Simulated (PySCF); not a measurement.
F2TiCl2, in a box:

```
F Ti Cl
1.0
    13.00000    0.00000    0.00000
     0.00000   13.00000    0.00000
     0.00000    0.00000   12.00000
F Ti Cl
2 1 2
Cartesian
  6.5623 5.7757 7.3936
  8.0852 4.9923 5.1473
  6.7542 5.9659 5.6813
  4.9408 5.3281 4.6745
  7.1527 8.0497 5.2247
```

Base run:

| Quantity | Value |
| --- | --- |
| Program | PySCF 2.14.0 |
| Functional | r2SCAN |
| Dispersion | D3(BJ) |
| Potentials or basis | def2-svp (all-electron) |
| k mesh | 1 × 1 × 1 |
| Occupations | fixed |
| Spin | no spin polarisation |

Its results: gap between the frontier levels 4.29 eV.

**Question.** The run is repeated on the same cell with these changes: functional from r2SCAN to r2SCAN50. What comes out?

**Answer.** Gap between the frontier levels 8.50 eV.

r2SCAN50 gives the wider gap, since exact exchange removes part of the self-interaction.

Caveats: this is a molecule in a periodic box at the Γ point, so its band gap is the HOMO-LUMO gap; the basis of atomic orbitals isn't converged, which shifts pressures, moduli and gaps; these D3(BJ) parameters were fitted with the three-body term, which the run leaves out (some runs).

